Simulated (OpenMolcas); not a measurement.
# Rh⁴⁺ among point charges: CASSCF and CASPT2 levels and susceptibility

Aim: the splitting of the states of Rh⁴⁺ in the field of 4 point charges, its lowest levels with spin-orbit coupling and its magnetic susceptibility.

Method: state-averaged CASSCF and CASPT2, spin-orbit coupling by RASSI with atomic mean-field integrals. Code: OpenMolcas 26.06.

## Step 1: The atom as given

| Item | Value |
| --- | --- |
| Species | Rh⁴⁺ (rhodium, Z = 45, 41 electrons) |
| Basis | ANO-RCC-VTZP [7s6p4d2f1g], 68 functions |
| Scalar Hamiltonian | DKH2, point nucleus |
| Inactive shells | 1s 2s 2p 3s 3p 3d 4s 4p |
| Active space | 5 electrons in 5 orbitals (4d) |
| Some configurations of this space | 4d⁵ |
| Orbitals | optimised for each spin and parity, averaged over all roots |

Outer shells as boxes (Hund's rule):

4d5
```
4d [↑ ][↑ ][↑ ][↑ ][↑ ]
```

The ion sits among 4 point charges of -2.5 e arranged as a tetrahedron (Td), 1.98 Å from the ion.

Each step is its own input file, run in one work folder so that later steps find the files of earlier ones. Labels, J, g values, rates, χT and fits are worked out afterwards by a script from the matrices that RASSI stores.

## Step 2: One- and two-electron integrals

a.inp reads:

```
&GATEWAY
Coord
1

Rh 0.0 0.0 0.0
Basis=ANO-RCC-VTZP
Group=NoSym
NoMove
AngMom=0.0 0.0 0.0
AMFI
XField
4 Angstrom 0
1.143154 1.143154 1.143154 -2.500000
1.143154 -1.143154 -1.143154 -2.500000
-1.143154 1.143154 -1.143154 -2.500000
-1.143154 -1.143154 1.143154 -2.500000
&SEWARD
```

## Step 3: CASSCF: sextets, 1 root

a.inp reads:

```
&RASSCF
FileOrb=start.orb
Symmetry=1
Spin=6
nActEl=5 0 0
Inactive=18
Ras2=5
CIRoot=1 1 1
SDav=1
CIMx=300
Iter=120 100
PrWF=0.3
OrbListing=Nothing
MaxOrb=0
>>> COPY $Project.JobIph JOB001
```

start.orb holds the contracted functions of the basis, ordered by shell, or the orbitals of the step before.

## Step 4: Reference wave functions, quartets, 24 roots

a.inp reads:

```
&RASSCF
FileOrb=start.orb
Symmetry=1
Spin=4
nActEl=5 0 0
Inactive=18
Ras2=5
CIRoot=24 24 1
SDav=24
CIMx=300
Iter=120 100
PrWF=0.3
OrbListing=Nothing
MaxOrb=0
>>> COPY $Project.JobIph JOB002
```

## Step 5: Reference wave functions, doublets, 75 roots

a.inp reads:

```
&RASSCF
FileOrb=start.orb
Symmetry=1
Spin=2
nActEl=5 0 0
Inactive=18
Ras2=5
CIRoot=75 75 1
SDav=75
CIMx=300
Iter=120 100
PrWF=0.3
OrbListing=Nothing
MaxOrb=0
>>> COPY $Project.JobIph JOB003
```

## Step 6: State interaction with spin-orbit coupling

a.inp reads:

```
&RASSI
NrOfJobIphs=3 1 24 75
1
1 2 3 4 5 6 7 8 9 10 11 12 13 14 15 16 17 18 19 20 21 22 23 24
1 2 3 4 5 6 7 8 9 10 11 12 13 14 15 16 17 18 19 20 21 22 23 24 25 26 27
28 29 30 31 32 33 34 35 36 37 38 39 40 41 42 43 44 45 46 47 48 49 50 51
52 53 54 55 56 57 58 59 60 61 62 63 64 65 66 67 68 69 70 71 72 73 74 75
IphNames
JOB001
JOB002
JOB003
EJob
SpinOrbit
DIPRint=1.0
SOCoupling=1000.0
Subsets=2
Property=9
'ANGMOM' 1 'ANGMOM' 2 'ANGMOM' 3 'MLTPL  1' 1 'MLTPL  1' 2 'MLTPL  1' 3
'AMFI' 1 'AMFI' 2 'AMFI' 3
SOProperty=3
'ANGMOM' 1 'ANGMOM' 2 'ANGMOM' 3
```

## Step 7: CASPT2: IPEA 0.25, imaginary shift 0.1 (closed shells correlated: 4s 4p)

a.inp reads:

```
>>> COPY JOB001 $Project.JobIph
&CASPT2
Multistate=1 1
Frozen=14
IPEA=0.25
Imaginary=0.1
MaxIter=60
WThr=0.0 0.3 0.05
PrWF=0.5
NoMix
>>> COPY JOB002 $Project.JobIph
&CASPT2
Multistate=24 1 2 3 4 5 6 7 8 9 10 11 12 13 14 15 16 17 18 19 20 21 22
23 24
NoMult
Frozen=14
IPEA=0.25
Imaginary=0.1
MaxIter=60
WThr=0.0 0.3 0.05
PrWF=0.5
NoMix
>>> COPY JOB003 $Project.JobIph
&CASPT2
Multistate=75 1 2 3 4 5 6 7 8 9 10 11 12 13 14 15 16 17 18 19 20 21 22
23 24 25 26 27 28 29 30 31 32 33 34 35 36 37 38 39 40 41 42 43 44 45 46
47 48 49 50 51 52 53 54 55 56 57 58 59 60 61 62 63 64 65 66 67 68 69 70
71 72 73 74 75
NoMult
Frozen=14
IPEA=0.25
Imaginary=0.1
MaxIter=60
WThr=0.0 0.3 0.05
PrWF=0.5
NoMix
```

(Steps that only read results are left out.)

**Question.** What will these runs give? Wanted: spin-free ground state; lowest level; next level.

As calculated:

| quantity | value |
| --- | --- |
| method | SS-CASPT2, IPEA 0.25, imaginary shift 0.1 (closed shells correlated: 4s 4p) |
| spin-free ground state | 6A1, 1-fold in its orbital part |
| lowest level | 6-fold |
| next level | 25527.1 cm⁻¹ |
| χT at 300 K | 4.37 cm³ K/mol |
| effective moment at 300 K | 5.91 μB |

Cost by method:

```
                                              method  time of its own steps  time with the reference
                                           A. CASSCF                   24 s                     24 s
B. SS-CASPT2, IPEA 0.25, imaginary shift 0.1, +4s 4p                   21 s                     45 s
```

Times are of one thread on a shared host.

What this shows: The spin-free ground state (6A1) comes to 100 % from free-ion S terms and keeps the highest spin of the shell. χT at 300 K is 4.37, against 4.39 cm³ K/mol for the spin alone, as a half-filled shell (L = 0) has no orbital moment. An active space of the d shell alone favours high spin; real ions in strong fields can be low spin. A ligand-field fit to the states below 45000 cm-1 gives 10Dq = -2528 cm-1, B = 767 cm-1 and C = 3783 cm-1 (C/B = 4.93), with a deviation of 474 cm-1. CASPT2 does not keep the components of a term degenerate, and the means are used. The field of point charges can differ much from that of real complexes. Point charges carry no covalency, so the field is a model and not that of real ligands.
